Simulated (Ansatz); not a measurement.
SiRh3 in Ansatz: the effect of target pressure

Crystal: SiRh3.

```
Rh Si
1.0
    -1.93357    1.93357    3.66934
     1.93357   -1.93357    3.66934
     1.93357    1.93357   -3.66934
Rh Si
3 1
Direct
  0.50000 0.50000 0.00000
  0.25000 0.75000 0.50000
  0.75000 0.25000 0.50000
  0.00000 0.00000 0.00000
```

The cell comes from a database or a generator and needn't be the stable form of this composition.

Alike in all runs:

```yaml
Program: Ansatz 0.2.0
Task: relaxation of cell and atoms
Functional: PBEsol
Potentials_or_basis: Ansatz PAW
Cutoff: "420 eV (not typed: the program's choice for these potentials)"
k_mesh: 10 × 10 × 10
Occupations: fermi-dirac, width 0.05 eV
Spin: no spin polarisation
```

Each run relaxes the cell or the atoms first.

| target pressure | relaxed volume (Å³/atom) |
| --- | --- |
| 0 GPa | 13.13 |
| 2 GPa | 13.03 |
| 5 GPa | 12.90 |
| 10 GPa | 12.69 |
| 20 GPa | ? |
| 30 GPa | 12.01 |

Question: What does the run with target pressure 20 GPa give?

Answer: Relaxed volume 12.32 Å³/atom.

Worked out: In Murnaghan's law V^(-B') rises as a straight line in P. The other rows fit best with B' = 4.5, V0 = 13.13 Å³/atom and B0 = 274 GPa, which gives 12.32 Å³/atom at 20 GPa, against the run's 12.32.

Caveats: the plane-wave basis is chosen anew once the cell has moved, so the energies of steps on either side of that aren't comparable; the PAW data sets come from PBE, with cores solved anew for the run's functional, which leaves a small shift of forces and pressure.
